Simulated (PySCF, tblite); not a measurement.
**C₄H₉FO₃Si: geometry, infrared bands and NMR shifts**

Wanted: the infrared bands and NMR shifts of C₄H₉FO₃Si (`F[C@H]1CO[C@@H](O[SiH3])OC1`), by calculation.

The runs use tblite 0.8.0 and PySCF 2.14.0, with density-fitted response routines of our own; the level of theory stands in each step. All values are computed, except where a source is named. Atoms count from 0, in the outputs and in this text.

## Step 1: The molecule as given

18 atoms, charge 0, multiplicity 1; geometry from: force field or distance geometry start.

Bonds of the start (Å): F0–C1 1.35, C1–C2 1.54, C2–O3 1.42, O3–C4 1.42, C4–O5 1.42, O5–Si6 1.67, C4–O7 1.43, O7–C8 1.43, C8–C1 1.52, C1–H9 1.10, C2–H10 1.09, C2–H11 1.10, C4–H12 1.10, Si6–H13 1.49, Si6–H14 1.48, Si6–H15 1.49, C8–H16 1.09, C8–H17 1.10.

## Step 2: Geometry optimisation with GFN2-xTB

Job settings and geometry (Å):

```
{"job": {"kind": "relax", "xc": "GFN2-xTB", "basis": "xTB"}, "charge": 0, "multiplicity": 1}
F     -2.866600    -0.856500    -0.736900
C     -2.103900    -0.098900     0.076700
C     -1.331500    -1.007300     1.049000
O     -0.381600    -0.256400     1.786200
C      0.536300     0.425200     0.949000
O      1.328000    -0.491000     0.211200
Si     2.854400    -0.005100    -0.243000
O     -0.142500     1.358100     0.102300
C     -1.101000     0.698500    -0.732500
H     -2.745800     0.577100     0.659200
H     -0.852700    -1.828500     0.511100
H     -2.043300    -1.471400     1.751000
H      1.150700     1.023800     1.635300
H      3.585700    -1.162600    -0.822400
H      2.752800     1.077500    -1.250100
H      3.582800     0.491100     0.962200
H     -0.593600     0.070300    -1.463900
H     -1.637000     1.462500    -1.309400
```

On the command line:

```
$ OMP_NUM_THREADS=1 python probes_run.py task.json out
```

This one command runs all jobs of the session in turn.

**Question.** This job is followed by: GFN2-xTB harmonic vibrations, gas phase; GIAO PBE0/pcSseg-1 NMR shielding, non-relativistic, gas phase. What will the session give for the following? strongest single infrared mode (GFN2-xTB); zero-point energy (GFN2-xTB); 13C shifts against TMS (PBE0/pcSseg-1, means over atoms taken as alike); 1H shifts against TMS (PBE0/pcSseg-1, means over atoms taken as alike); 19F shifts against CFCl3 (PBE0/pcSseg-1); 17O shifts against H2O (PBE0/pcSseg-1, means over atoms taken as alike); 29Si shifts against TMS (PBE0/pcSseg-1).

**Answer**, as computed:

| quantity | value |
| --- | --- |
| strongest single infrared mode (GFN2-xTB) | 1088 cm⁻¹, 384 km/mol |
| zero-point energy (GFN2-xTB) | 81.1 kcal/mol |
| 13C shifts against TMS (PBE0/pcSseg-1, means over atoms taken as alike) | 106.8, 84.6, 64.0 ppm |
| 1H shifts against TMS (PBE0/pcSseg-1, means over atoms taken as alike) | 5.66, 4.89, 4.84, 4.24, 4.09 ppm |
| 19F shifts against CFCl3 (PBE0/pcSseg-1) | -235.5 ppm |
| 17O shifts against H2O (PBE0/pcSseg-1, means over atoms taken as alike) | 92.0, 69.5 ppm |
| 29Si shifts against TMS (PBE0/pcSseg-1) | -38.8 ppm |

In words: The optimisation took 124 steps and gained 0.318 eV; among the close pairs (by a distance rule), C4–O5 changed most, from 1.418 to 1.369 Å. All 48 modes are real, so the xTB geometry is a minimum. The strongest single mode, at 1088 cm⁻¹, has its largest shares on C4, O5 and O3 (the list is cut at 3 atoms). GFN2-xTB is a fitted tight-binding method: band positions and strengths are rough. Its intensities can rank the bands wrongly. The most deshielded hydrogen is H12 (hydrogen on an sp3 carbon bearing three oxygens), at 5.66 ppm: its carbon carries O, an electronegative neighbour. At PBE0/pcSseg-1: The largest span, 130 ppm, is at O3, O7, where the paramagnetic term is -153 ppm.
